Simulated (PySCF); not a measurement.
**RuOH2: relaxation and vibrations of the triplet**

Aim: relax RuOH2 as a triplet from a PBE0 minimum start, check by its vibrations whether the end is a minimum, and collect its spectrum and constants.

Computed with PySCF 2.14.0. Level: PBE0, basis Ru def2-TZVP with ECP28, O def2-TZVP, H def2-TZVP, scalar-relativistic core potentials, no spin–orbit coupling, density fitting.

## (1) Starting geometry

4 atoms, charge 0, spin multiplicity 3.

Bond lengths: Ru1–O2 1.658 Å, Ru1–H3 1.568 Å, Ru1–H4 1.568 Å. Angles: O2–Ru1–H3 104.3°, O2–Ru1–H4 104.3°, H3–Ru1–H4 84.4°.

```xyz
4
charge 0 multiplicity 3
Ru    0.0212    0.2145    0.0000
O     0.0000   -1.4438    0.0000
H    -1.0695    0.6146    1.0531
H    -1.0695    0.6146   -1.0531
```

## (2) First SCF at the start

One driver script runs all steps and calls PySCF; scf.py shows how it sets up the SCF of each step. The optimiser is the driver's own. After this first run the driver tries any further starts and a stability analysis.

scf.py reads:

```python
from pyscf import gto, scf, dft
mol = gto.M(atom='''
Ru     0.021160     0.214450     0.000000
O     -0.000000    -1.443750    -0.000000
H     -1.069540     0.614610     1.053050
H     -1.069540     0.614610    -1.053050''',
    basis={'Ru': 'def2-TZVP', 'O': 'def2-TZVP', 'H': 'def2-TZVP'},
    ecp={'Ru': 'def2-TZVP'},
    charge=0, spin=2)
mf = dft.UKS(mol, xc='PBE0')
mf.grids.atom_grid = (50, 194)
aux = {'Ru': 'def2-universal-JKFIT', 'O': 'def2-universal-JKFIT', 'H': 'def2-universal-JKFIT'}
mf = mf.density_fit(auxbasis=aux)
mf.conv_tol = 1e-08
mf.diis_space = 10
mf.max_cycle = 60
mf.init_guess = 'minao'
mf.verbose = 4
mf.kernel()
```

Command:

```bash
$ OMP_NUM_THREADS=2 python axn.py task.json out
```

Output:

```text
init E= -163.302824071552
[... the frontier-level lines of each cycle are left out ...]
cycle= 1 E= -170.84060312807  delta_E= -7.54  |g|= 0.915  |ddm|= 2.89
cycle= 2 E= -168.811441842555  delta_E= 2.03  |g|= 2.13  |ddm|=  2.7
cycle= 3 E= -171.083562139196  delta_E= -2.27  |g|= 0.552  |ddm|=  2.5
cycle= 4 E= -171.13249698399  delta_E= -0.0489  |g|= 0.42  |ddm|= 0.393
cycle= 5 E= -171.199999738739  delta_E= -0.0675  |g|= 0.0251  |ddm|= 0.217
cycle= 6 E= -171.200327044209  delta_E= -0.000327  |g|= 0.0183  |ddm|= 0.0362
cycle= 7 E= -171.200506770038  delta_E= -0.00018  |g|= 0.0068  |ddm|= 0.0155
cycle= 8 E= -171.200555985224  delta_E= -4.92e-05  |g|= 0.00464  |ddm|= 0.0114
cycle= 9 E= -171.200576061612  delta_E= -2.01e-05  |g|= 0.0011  |ddm|= 0.00763
cycle= 10 E= -171.200578119239  delta_E= -2.06e-06  |g|= 0.000555  |ddm|= 0.00269
cycle= 11 E= -171.200578537823  delta_E= -4.19e-07  |g|= 0.000151  |ddm|= 0.00124
cycle= 12 E= -171.200578575083  delta_E= -3.73e-08  |g|= 4.41e-05  |ddm|= 0.000375
cycle= 13 E= -171.200578581062  delta_E= -5.98e-09  |g|= 1.66e-05  |ddm|= 0.000151
Extra cycle  E= -171.200578581817  delta_E= -7.55e-10  |g|= 2.93e-05  |ddm|= 5.46e-05
converged SCF energy = -171.200578581817  <S^2> = 2.0161698  2S+1 = 3.0107606
```

This step, with its further starts and checks, ran for 16 s (2 threads of Arm Neoverse V1, shared host).

Energies from each starting density:

```csv
start,energy (Eh)
the minimal-basis guess,-171.200579
a thermally smeared density,-171.200579
a smeared PBE density,-171.200579
```

The test of internal stability and the other starts found no lower solution of this spin.

## (3) PBE0 minimum start, triplet: relaxation

The program finds Cs symmetry in the start, which this walk keeps. The walk stops when the largest gradient is under 0.0003 Eh/bohr and the energy has settled too.

Edit scf.py of step 2 so:

```diff
@@ -3,4 +3,4 @@
-Ru     0.021160     0.214450     0.000000
-O     -0.000000    -1.443750    -0.000000
-H     -1.069540     0.614610     1.053050
-H     -1.069540     0.614610    -1.053050''',
+Ru     0.021156     0.214454     0.000000
+O     -0.000004    -1.443746     0.000000
+H     -1.069544     0.614614     1.053050
+H     -1.069544     0.614614    -1.053050''',
@@ -17 +16,0 @@
-mf.init_guess = 'minao'
```

The optimiser's trace:

```csv
step,energy (Eh),change (kJ/mol),largest symmetric gradient (Eh/bohr)
0,-171.200579,0.00,0.00004
```

The walk took 3.5 s.

Geometry (Å) and forces (eV/Å) at some steps:

```
step 0
Ru   0.021   0.214   0.000  -0.001   0.003   0.000
O    0.000  -1.444   0.000   0.001   0.001   0.000
H   -1.070   0.615   1.053   0.000  -0.002  -0.001
H   -1.070   0.615  -1.053   0.000  -0.002   0.001
```

End point (Cs, 0 steps, 0.0 kJ/mol gained): Ru–H 1.568 Å (×2), Ru–O 1.658 Å; H–Ru–H 84.4°, H–Ru–O 104.3° (×2).

## (4) Hessian and properties

On the finer grid the gradient is checked again; gradients at displacements of ±0.02 bohr then give force constants and infrared intensities.

Edit scf.py of step 3 so:

```diff
@@ -11 +11 @@
-mf.grids.atom_grid = (50, 194)
+mf.grids.atom_grid = (75, 302)
@@ -14 +14 @@
-mf.conv_tol = 1e-08
+mf.conv_tol = 1e-10
```

The driver hands on the density of the step before, so the log starts near convergence.

SCF at the final geometry:

```text
init E= -171.200568459391
[... the frontier-level lines of each cycle are left out ...]
cycle= 1 E= -171.200568459392  delta_E= -1.99e-13  |g|= 6.59e-07  |ddm|= 1.58e-06
Extra cycle  E= -171.200568459393  delta_E= -1.28e-12  |g|= 1.3e-06  |ddm|= 1.42e-06
converged SCF energy = -171.200568459393  <S^2> = 2.016168  2S+1 = 3.0107594
```

The whole step took 2.2 min.

Geometry: Cs; Ru–H 1.568 Å (×2), Ru–O 1.658 Å; H–Ru–H 84.4°, H–Ru–O 104.3° (×2).

Modes, for the most abundant isotopes:

```
symmetry  ω (cm⁻¹)  IR (km/mol)  μ (u)
      a'       583         57.5   1.12
     a''       613          0.0   1.07
      a'       707          1.2   1.02
      a'      1008         99.2  14.08
     a''      2144         45.1   1.02
      a'      2186         33.5   1.02
```

Every mode is real; the point is a minimum.

Constants and moments:

```
Dipole moment                                                   : 3.14 D
Highest occupied level                                          : -7.02 eV
Lowest empty level                                              : -2.85 eV
Rotational constants                                            : 3.692, 0.4107, 0.4098 cm⁻¹
Zero-point energy                                               : 43.3 kJ/mol
Principal polarisabilities                                      : 36.3, 38.3, 44.1 bohr³
Atomisation energy without zero-point energy                    : 1012 kJ/mol
Principal traceless quadrupole moments about the centre of mass : -2.03, 0.56, 1.47 D Å
Entropy at 298.15 K and 1 bar (electronic part: spin only)      : 268.8 J/(mol K)
Heat capacity Cp at 298.15 K                                    : 46.9 J/(mol K)
Enthalpy at 298.15 K above 0 K                                  : 11.15 kJ/mol
Rotational symmetry number                                      : 1
Spin squared ⟨S²⟩                                               : 2.016
```

Populations by atom (charges in e):

| atom | Mulliken | Löwdin | polar tensor | spin (Mulliken) | Mayer order to Ru1 |
| --- | --- | --- | --- | --- | --- |
| Ru1 | 0.48 | 0.21 | 0.91 | 1.54 | – |
| O2 | -0.52 | -0.24 | -0.65 | 0.58 | 1.98 |
| H3,4 | 0.02 | 0.01 | -0.13 | -0.06 | 0.93 |

Outer orbital energies (eV). α occupied: -12.18, -11.99, -11.99, -10.54, -9.90, -8.13, -7.26, -7.02; empty: -2.19, -1.58, -1.25, 1.39. β occupied: -51.78, -25.49, -11.60, -10.65, -10.40, -9.64, -9.62, -7.45; empty: -2.85, -2.82, -1.65, -0.95.

Mulliken populations on Ru1 (outside its core potential): s 2.55, p 6.33, d 6.62, f 0.02.

## (5) What came out

| quantity | value |
| --- | --- |
| minimum | triplet, Cs |
| geometry | Ru–H 1.568 Å (×2), Ru–O 1.658 Å; H–Ru–H 84.4°, H–Ru–O 104.3° (×2) |
| wavenumbers (cm⁻¹) | 583 (a'), 613 (a''), 707 (a'), 1008 (a'), 2144 (a''), 2186 (a') |
| dipole moment | 3.14 D |
| highest occupied, lowest empty level (either spin) | -7.02, -2.85 eV |
| polar-tensor charge of Ru1 | +0.91 e |
| zero-point energy | 43.3 kJ/mol |
| entropy at 298.15 K | 268.8 J/(mol K) |
| atomisation energy (no zero-point energy) | 1012 kJ/mol |
| ⟨S²⟩ | 2.016 |

**Reading.** The molecule stays Cs, as typed, and the end point is a minimum. In the infrared the band at 1008 cm⁻¹ (a', stretch) leads. Most of the spin sits on Ru1 (Mulliken spin 1.54, against 2 for the whole molecule). Only this shape and spin were tried, so other structures or states may lie lower. One determinant may miss the lowest occupation of an open d or f shell.

The search up to here took 2.5 min.
